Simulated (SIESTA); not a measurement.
In3Sb, 4 atoms in the cell. The typed cell holds 4 atoms: a = 4.837 Å, b = 4.837 Å, c = 4.837 Å, α = 90.00°, β = 90.00°, γ = 90.00°. The cell comes from a database or a generator and needn't be the stable form of this composition. The cell isn't the ideal one: atoms moved at random, drawn with an rms of 0.05 Å.

* Program: SIESTA 5.4.2
* Task: single point
* Functional: PBEsol
* Potentials or basis: PseudoDojo 0.4 standard (PBEsol files)
* Basis: DZP (energy shift 0.003 Ry; two zetas on semicore shells)
* Grid cutoff: 500 Ry
* Energy shift: 0.003 Ry
* k mesh: 6 × 6 × 6
* Occupations: fermi-dirac, width 0.05 eV
* Spin: no spin polarisation

Potentials or basis: PseudoDojo 0.4 standard (PBEsol files), DZP (energy shift 0.003 Ry; two zetas on semicore shells).

Command:

```bash
$ siesta < In3Sb.fdf > In3Sb.out 2>&1
```

Hardware: 1 thread of AMD EPYC 7R43 64-Core Processor (Zen 3), with other jobs on the host.

Q: Estimate the wall time of this run.

A: Wall time 3.2 min on 1 thread of AMD EPYC 7R43 64-Core Processor (Zen 3), on a shared host, peak memory 0.55 GiB. Counts: scf iterations 9, k points 132, bands 92.
